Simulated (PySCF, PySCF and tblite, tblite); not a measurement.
# CH₇AsGe: a scan of pyramidal angle, part 3 of 3

PySCF and tblite. Atoms count from 0. Earlier steps stand in the parts before.

### 15 Couplings, coordinate held at 1.6: B3LYP/pcseg-1+pcJ-1

Job settings and geometry (Å):

```
{"job": {"kind": "j", "xc": "B3LYP", "basis": {"default": "pcseg-1", "H": "pcJ-1"}, "nuclei": ["H"], "every": 2, "pop": false}, "charge": 0, "multiplicity": 1}
C     -1.532143    -0.702534    -0.250017
Ge    -0.169596     0.701301     0.120586
As     2.038458     0.114032     0.158554
H     -1.365885    -1.150619    -1.227408
H     -1.483532    -1.493336     0.495589
H     -2.534507    -0.283222    -0.235111
H     -0.419196     1.316694     1.477579
H     -0.253627     1.787080    -0.926504
H      2.803176    -0.365337     1.302908
H      2.962208     0.079888    -0.968232
```

The program printed:

```text
coarse grid: 37232 points
cycle   1  E = -4354.7251334999  dE = -1.300e+00  |g| = 3.612e-01  |ddm| = 2.804e+00
cycle   2  E = -4354.7114382103  dE =  1.370e-02  |g| = 4.183e-01  |ddm| = 8.885e-01
cycle   3  E = -4354.7598198504  dE = -4.838e-02  |g| = 4.419e-02  |ddm| = 4.754e-01
cycle   4  E = -4354.7603625679  dE = -5.427e-04  |g| = 1.631e-02  |ddm| = 7.880e-02
cycle   5  E = -4354.7604400952  dE = -7.753e-05  |g| = 2.008e-03  |ddm| = 2.535e-02
cycle   6  E = -4354.7604415564  dE = -1.461e-06  |g| = 8.308e-04  |ddm| = 4.160e-03
final grid: 74928 points
cycle   7  E = -4354.7604027752  dE =  1.514e-08  |g| = 9.007e-04  |ddm| = 2.678e-03
cycle   8  E = -4354.7604026951  dE =  8.003e-08  |g| = 1.034e-03  |ddm| = 2.810e-03
cycle   9  E = -4354.7604031052  dE = -4.101e-07  |g| = 7.836e-05  |ddm| = 1.498e-03
cycle  10  E = -4354.7604031071  dE = -1.910e-09  |g| = 1.387e-05  |ddm| = 9.491e-05
cycle  11  E = -4354.7604031072  dE = -4.729e-11  |g| = 1.176e-06  |ddm| = 1.658e-05
converged SCF energy = -4354.7604031072

Indirect spin-spin couplings (Hz)
  i      j    bonds     total        FC       PSO       DSO        SD
  3 H    4 H    2    -13.993   -14.591     2.458    -1.860         -
  3 H    5 H    2    -13.571   -14.097     2.483    -1.957         -
  3 H    6 H    3      9.059    11.868     0.994    -3.803         -
  3 H    7 H    3     -0.515    -0.094     0.280    -0.701         -
  3 H    8 H    4     -1.493     0.047     0.373    -1.913         -
  3 H    9 H    4     -0.724    -0.090     0.093    -0.727         -
  4 H    5 H    2    -13.573   -14.098     2.484    -1.959         -
  4 H    6 H    3     -0.574    -0.136     0.284    -0.722         -
  4 H    7 H    3      9.060    11.862     0.995    -3.797         -
  4 H    8 H    4     -0.720    -0.087     0.092    -0.725         -
  4 H    9 H    4     -1.488     0.049     0.372    -1.909         -
  5 H    6 H    3     -1.134    -0.687     0.295    -0.742         -
  5 H    7 H    3     -1.139    -0.691     0.296    -0.744         -
  5 H    8 H    4      0.225     1.712     0.534    -2.021         -
  5 H    9 H    4      0.226     1.715     0.534    -2.024         -
  6 H    7 H    2      1.545     5.025     0.615    -4.095         -
  6 H    8 H    3     -2.847    -2.161     0.194    -0.879         -
  6 H    9 H    3     17.811    21.626     0.598    -4.413         -
  7 H    8 H    3     17.791    21.607     0.598    -4.414         -
  7 H    9 H    3     -2.855    -2.164     0.195    -0.885         -
  8 H    9 H    2     20.402    23.684     1.262    -4.544         -
```

It took 6.6 s on 1 thread of AMD EPYC 9R45, shared host; peak memory 0.79 GiB.

This run: HOMO -5.24 eV, LUMO -0.61 eV; dipole 0.98 D.

### 16 Couplings, coordinate held at 62.8: B3LYP/pcseg-1+pcJ-1

Job settings and geometry (Å):

```
{"job": {"kind": "j", "xc": "B3LYP", "basis": {"default": "pcseg-1", "H": "pcJ-1"}, "nuclei": ["H"], "every": 2, "pop": false}, "charge": 0, "multiplicity": 1}
C     -1.092674    -0.695000    -0.218949
Ge    -0.030702     0.928609     0.176293
As     2.359904     0.473268     0.256140
H     -0.810203    -1.115495    -1.181507
H     -0.930385    -1.456631     0.540413
H     -2.152823    -0.461013    -0.246713
H     -0.593067     1.520361     1.464567
H     -0.430978     1.976205    -0.857090
H      1.801434    -0.756001     0.932817
H      1.933522    -0.390065    -0.907276
```

The program printed:

```text
coarse grid: 37232 points
cycle   1  E = -4354.7734510283  dE = -1.461e+00  |g| = 3.427e-01  |ddm| = 2.706e+00
cycle   2  E = -4354.7552116753  dE =  1.824e-02  |g| = 4.170e-01  |ddm| = 7.551e-01
cycle   3  E = -4354.8034614012  dE = -4.825e-02  |g| = 3.460e-02  |ddm| = 4.237e-01
cycle   4  E = -4354.8037783199  dE = -3.169e-04  |g| = 1.422e-02  |ddm| = 6.212e-02
cycle   5  E = -4354.8038460508  dE = -6.773e-05  |g| = 2.952e-03  |ddm| = 2.545e-02
cycle   6  E = -4354.8038495235  dE = -3.473e-06  |g| = 5.603e-04  |ddm| = 5.721e-03
final grid: 74928 points
cycle   7  E = -4354.8038310583  dE = -1.796e-08  |g| = 6.146e-04  |ddm| = 2.339e-03
cycle   8  E = -4354.8038309964  dE =  6.192e-08  |g| = 7.477e-04  |ddm| = 2.240e-03
cycle   9  E = -4354.8038312213  dE = -2.249e-07  |g| = 6.104e-05  |ddm| = 1.239e-03
cycle  10  E = -4354.8038312227  dE = -1.347e-09  |g| = 1.169e-05  |ddm| = 9.153e-05
cycle  11  E = -4354.8038312227  dE = -3.456e-11  |g| = 2.308e-06  |ddm| = 1.612e-05
converged SCF energy = -4354.8038312227

Indirect spin-spin couplings (Hz)
  i      j    bonds     total        FC       PSO       DSO        SD
  3 H    4 H    2    -13.691   -14.341     2.433    -1.783         -
  3 H    5 H    2    -13.471   -14.018     2.466    -1.919         -
  3 H    6 H    3      8.898    11.561     1.003    -3.667         -
  3 H    7 H    3      0.308     0.699     0.293    -0.684         -
  3 H    8 H    4      0.684    -0.274    -0.022     0.980         -
  3 H    9 H    4      1.839    -0.253    -0.718     2.810         -
  4 H    5 H    2    -13.462   -14.008     2.467    -1.920         -
  4 H    6 H    3      0.277     0.679     0.295    -0.696         -
  4 H    7 H    3      8.886    11.545     1.004    -3.663         -
  4 H    8 H    4      1.842    -0.257    -0.721     2.819         -
  4 H    9 H    4      0.681    -0.273    -0.021     0.975         -
  5 H    6 H    3      0.068     0.213     0.203    -0.347         -
  5 H    7 H    3      0.063     0.204     0.202    -0.343         -
  5 H    8 H    4      0.177     0.295     0.644    -0.761         -
  5 H    9 H    4      0.172     0.293     0.644    -0.765         -
  6 H    7 H    2      5.041     7.338     0.513    -2.811         -
  6 H    8 H    3      1.426     2.013     0.140    -0.727         -
  6 H    9 H    3      3.962     7.592     0.551    -4.181         -
  7 H    8 H    3      3.944     7.573     0.551    -4.179         -
  7 H    9 H    3      1.478     2.057     0.138    -0.717         -
  8 H    9 H    2    -23.764   -27.063     0.148     3.151         -
```

It took 6.7 s on 1 thread of AMD EPYC 9R45, shared host; peak memory 0.75 GiB.

Key values: HOMO -7.61 eV, LUMO -0.20 eV; dipole 0.71 D.

### 17 Couplings, coordinate held at -43.5: B3LYP/pcseg-1+pcJ-1

Job settings and geometry (Å):

```
{"job": {"kind": "j", "xc": "B3LYP", "basis": {"default": "pcseg-1", "H": "pcJ-1"}, "nuclei": ["H"], "every": 2, "pop": false}, "charge": 0, "multiplicity": 1}
C     -1.480302    -0.675075    -0.243838
Ge    -0.085247     0.671527     0.117879
As     1.998761    -0.475628     0.040626
H     -1.325707    -1.129432    -1.220699
H     -1.440568    -1.469074     0.499401
H     -2.477147    -0.243939    -0.225152
H     -0.419518     1.345453     1.439181
H     -0.258643     1.800713    -0.885056
H      2.692146    -0.121624     1.322335
H      2.845771     0.307211    -0.917828
```

The program printed:

```text
coarse grid: 37232 points
cycle   1  E = -4354.7729563298  dE = -1.435e+00  |g| = 3.530e-01  |ddm| = 2.737e+00
cycle   2  E = -4354.7531439751  dE =  1.981e-02  |g| = 4.313e-01  |ddm| = 8.399e-01
cycle   3  E = -4354.8056984469  dE = -5.255e-02  |g| = 3.465e-02  |ddm| = 4.625e-01
cycle   4  E = -4354.8060324741  dE = -3.340e-04  |g| = 1.186e-02  |ddm| = 5.758e-02
cycle   5  E = -4354.8060720411  dE = -3.957e-05  |g| = 2.495e-03  |ddm| = 2.153e-02
cycle   6  E = -4354.8060745862  dE = -2.545e-06  |g| = 4.901e-04  |ddm| = 5.052e-03
final grid: 74928 points
cycle   7  E = -4354.8061284446  dE = -4.024e-08  |g| = 5.000e-04  |ddm| = 1.985e-03
cycle   8  E = -4354.8061284204  dE =  2.420e-08  |g| = 5.804e-04  |ddm| = 1.740e-03
cycle   9  E = -4354.8061285545  dE = -1.341e-07  |g| = 4.027e-05  |ddm| = 9.224e-04
cycle  10  E = -4354.8061285550  dE = -5.139e-10  |g| = 1.114e-05  |ddm| = 6.000e-05
converged SCF energy = -4354.8061285550

Indirect spin-spin couplings (Hz)
  i      j    bonds     total        FC       PSO       DSO        SD
  3 H    4 H    2    -14.111   -14.842     2.422    -1.690         -
  3 H    5 H    2    -13.563   -14.144     2.463    -1.882         -
  3 H    6 H    3     10.279    13.026     1.013    -3.759         -
  3 H    7 H    3      0.625     1.055     0.304    -0.735         -
  3 H    8 H    4     -2.293    -0.243     0.460    -2.511         -
  3 H    9 H    4     -1.354    -0.335     0.160    -1.179         -
  4 H    5 H    2    -13.570   -14.154     2.463    -1.879         -
  4 H    6 H    3      0.590     1.030     0.306    -0.746         -
  4 H    7 H    3     10.210    12.960     1.013    -3.763         -
  4 H    8 H    4     -1.373    -0.337     0.162    -1.198         -
  4 H    9 H    4     -2.276    -0.231     0.458    -2.504         -
  5 H    6 H    3     -0.014     0.230     0.244    -0.489         -
  5 H    7 H    3     -0.054     0.196     0.247    -0.497         -
  5 H    8 H    4      0.172     1.710     0.555    -2.093         -
  6 H    7 H    2      1.829     4.257     0.533    -2.961         -
  6 H    8 H    3      7.843     7.513     0.025     0.305         -
  6 H    9 H    3      0.443     2.900     0.430    -2.886         -
  7 H    8 H    3      0.317     2.761     0.428    -2.872         -
  7 H    9 H    3      7.878     7.556     0.026     0.296         -
  8 H    9 H    2     -6.608    -4.889     0.919    -2.638         -
```

It took 6.3 s on 1 thread of AMD EPYC 9R45, shared host; peak memory 0.79 GiB.

This run: HOMO -6.66 eV, LUMO 0.03 eV; dipole 0.35 D.

### 18 Couplings, coordinate held at 43.7: B3LYP/pcseg-1+pcJ-1

Job settings and geometry (Å):

```
{"job": {"kind": "j", "xc": "B3LYP", "basis": {"default": "pcseg-1", "H": "pcJ-1"}, "nuclei": ["H"], "every": 2, "pop": false}, "charge": 0, "multiplicity": 1}
C     -1.365341    -0.704146    -0.236750
Ge    -0.112571     0.789963     0.145042
As     2.229800     0.478083     0.246857
H     -1.148789    -1.143332    -1.207929
H     -1.268305    -1.484302     0.514841
H     -2.395859    -0.362723    -0.240716
H     -0.532201     1.430799     1.452776
H     -0.372648     1.887821    -0.866839
H      2.427470    -0.658465     1.204589
H      2.585367    -0.213182    -1.035155
```

The program printed:

```text
coarse grid: 37232 points
cycle   1  E = -4354.7760209310  dE = -1.436e+00  |g| = 3.458e-01  |ddm| = 2.745e+00
cycle   2  E = -4354.7611494719  dE =  1.487e-02  |g| = 4.087e-01  |ddm| = 7.816e-01
cycle   3  E = -4354.8072176072  dE = -4.607e-02  |g| = 4.080e-02  |ddm| = 4.210e-01
cycle   4  E = -4354.8076957417  dE = -4.781e-04  |g| = 1.540e-02  |ddm| = 7.399e-02
cycle   5  E = -4354.8077737071  dE = -7.797e-05  |g| = 2.076e-03  |ddm| = 2.577e-02
cycle   6  E = -4354.8077751568  dE = -1.450e-06  |g| = 7.875e-04  |ddm| = 4.572e-03
final grid: 74928 points
cycle   7  E = -4354.8077661541  dE = -1.882e-08  |g| = 8.150e-04  |ddm| = 2.861e-03
cycle   8  E = -4354.8077661113  dE =  4.280e-08  |g| = 8.974e-04  |ddm| = 2.655e-03
cycle   9  E = -4354.8077664281  dE = -3.168e-07  |g| = 7.030e-05  |ddm| = 1.409e-03
cycle  10  E = -4354.8077664299  dE = -1.735e-09  |g| = 1.126e-05  |ddm| = 9.148e-05
cycle  11  E = -4354.8077664299  dE = -3.547e-11  |g| = 1.550e-06  |ddm| = 1.392e-05
converged SCF energy = -4354.8077664299

Indirect spin-spin couplings (Hz)
  i      j    bonds     total        FC       PSO       DSO        SD
  3 H    4 H    2    -13.868   -14.452     2.466    -1.882         -
  3 H    5 H    2    -13.485   -13.994     2.487    -1.978         -
  3 H    6 H    3      9.385    12.117     1.002    -3.733         -
  3 H    7 H    3      0.158     0.600     0.300    -0.743         -
  3 H    8 H    4     -0.383    -0.074     0.193    -0.502         -
  3 H    9 H    4      0.434    -0.164    -0.200     0.798         -
  4 H    5 H    2    -13.480   -13.988     2.487    -1.978         -
  4 H    6 H    3      0.142     0.589     0.301    -0.749         -
  4 H    7 H    3      9.389    12.117     1.002    -3.730         -
  4 H    8 H    4      0.438    -0.164    -0.202     0.804         -
  4 H    9 H    4     -0.386    -0.073     0.194    -0.507         -
  5 H    6 H    3      0.056     0.300     0.239    -0.483         -
  5 H    7 H    3      0.062     0.303     0.238    -0.479         -
  5 H    8 H    4     -1.242    -0.428     0.528    -1.343         -
  5 H    9 H    4     -1.246    -0.429     0.528    -1.345         -
  6 H    7 H    2     -0.560     1.866     0.539    -2.966         -
  6 H    8 H    3     -1.598    -0.851     0.197    -0.944         -
  6 H    9 H    3     15.602    19.308     0.583    -4.290         -
  7 H    8 H    3     15.561    19.266     0.583    -4.289         -
  7 H    9 H    3     -1.579    -0.834     0.197    -0.942         -
  8 H    9 H    2     -6.050    -4.311     0.917    -2.656         -
```

Run time: 6.2 s. Hardware: 1 thread of AMD EPYC 9R45, shared host; peak memory 0.82 GiB.

In short: HOMO -6.66 eV, LUMO 0.21 eV; dipole 1.26 D.

### 19 The scan in numbers

Job settings and geometry (Å):

```
{"job": {"smiles": "[CH3][GeH2][AsH2]", "charge": 0, "mult": 1, "motion": "pyramidal angle", "what": "arsenic", "atoms": [2], "drives": [{"terms": [["t", [9, 1, 8, 2], 0.3333333333333333], ["t", [1, 8, 9, 2], 0.3333333333333333], ["t", [8, 9, 1, 2], 0.3333333333333333]], "values": [-1.3, -1, -0.7, -0.35, 0, 0.35, 0.7, 1, 1.3], "scaled": true}], "study": "scan", "seed": 849, "jobs": [{"kind": "nmr", "xc": "PBE0", "basis": "pcSseg-1", "every": 1}, {"kind": "j", "xc": "B3LYP", "basis": {"default": "pcseg-1", "H": "pcJ-1"}, "nuclei": ["H"], "every": 2}], "xc": "PBE0", "basis": "pcSseg-1", "kind": "scan"}, "charge": 0, "multiplicity": 1}
C     -1.193853    -0.697520    -0.223973
Ge    -0.076682     0.891285     0.168760
As     2.278006     0.484473     0.251826
H     -0.926665    -1.121332    -1.189423
H     -1.044681    -1.464349     0.532873
H     -2.248609    -0.440928    -0.245180
H     -0.588816     1.499606     1.463168
H     -0.430097     1.959487    -0.851961
H      2.047847    -0.756990     1.067452
H      2.192432    -0.349077    -0.996070
```

The program printed:

```text
coordinate    xTB      DFT (kcal/mol)
   -62.60    6.359    7.441
   -54.90    0.694    1.154
   -43.50    6.257    4.588
   -26.20   25.229   19.045
     1.60   46.795   31.649
    25.70   25.208   19.130
    43.70    6.178    3.782
    55.20    0.000    0.000
    62.80    5.190    5.874
```

It took 89 s on 1 thread of AMD EPYC 9R45, shared host; peak memory 0.82 GiB. This counts the whole study up to here.

Shieldings (ppm) of atoms that vary much, hydrogens weighed ten times:

| coordinate (°) | DFT energy (kcal/mol) | As2 | Ge1 | H8 | H9 | C0 |
| --- | --- | --- | --- | --- | --- | --- |
| -62.6 | 7.44 | 2228 | 1487 | 30.29 | 30.28 | 188.1 |
| -54.9 | 1.15 | 2029 | 1513 | 29.77 | 29.76 | 189.4 |
| -43.5 | 4.59 | 1881 | 1520 | 29.02 | 29.02 | 187.8 |
| -26.2 | 19.05 | 1852 | 1489 | 28.45 | 28.45 | 181.3 |
| 1.6 | 31.65 | 2025 | 1469 | 29.66 | 29.65 | 179.5 |
| 25.7 | 19.13 | 1841 | 1477 | 28.61 | 28.61 | 183.7 |
| 43.7 | 3.78 | 1872 | 1503 | 29.19 | 29.19 | 186.4 |
| 55.2 | 0.00 | 1981 | 1501 | 29.97 | 29.97 | 185.2 |
| 62.8 | 5.87 | 2143 | 1481 | 30.62 | 30.62 | 183.2 |

Couplings (Hz) that vary most among those listed at every point:

| coordinate (°) | H8–H9 | H7–H8 | H6–H9 | H7–H9 | H6–H8 | H6–H7 |
| --- | --- | --- | --- | --- | --- | --- |
| -62.6 | -26.5 | -1.2 | -1.1 | 12.9 | 12.8 | 7.7 |
| -43.5 | -6.6 | 0.3 | 0.4 | 7.9 | 7.8 | 1.8 |
| 1.6 | 20.4 | 17.8 | 17.8 | -2.9 | -2.8 | 1.5 |
| 43.7 | -6.0 | 15.6 | 15.6 | -1.6 | -1.6 | -0.6 |
| 62.8 | -23.8 | 3.9 | 4.0 | 1.5 | 1.4 | 5.0 |

### 20 Outcome

The summary covers parts 1 to 3.

| quantity | value |
| --- | --- |
| energy range along the scan | DFT 31.65, xTB 46.80 kcal/mol |
| range of σ(As2) | 1841 to 2228 ppm |

In words: The coupling H8–H9 swings from -26.5 to 20.4 Hz along the coordinate. Some points lie very high in energy and are hardly visited; their couplings need not be those of the molecule. The DFT energy changes by 31.65 kcal/mol over the points computed, against kT of 0.59 kcal/mol at 298 K.
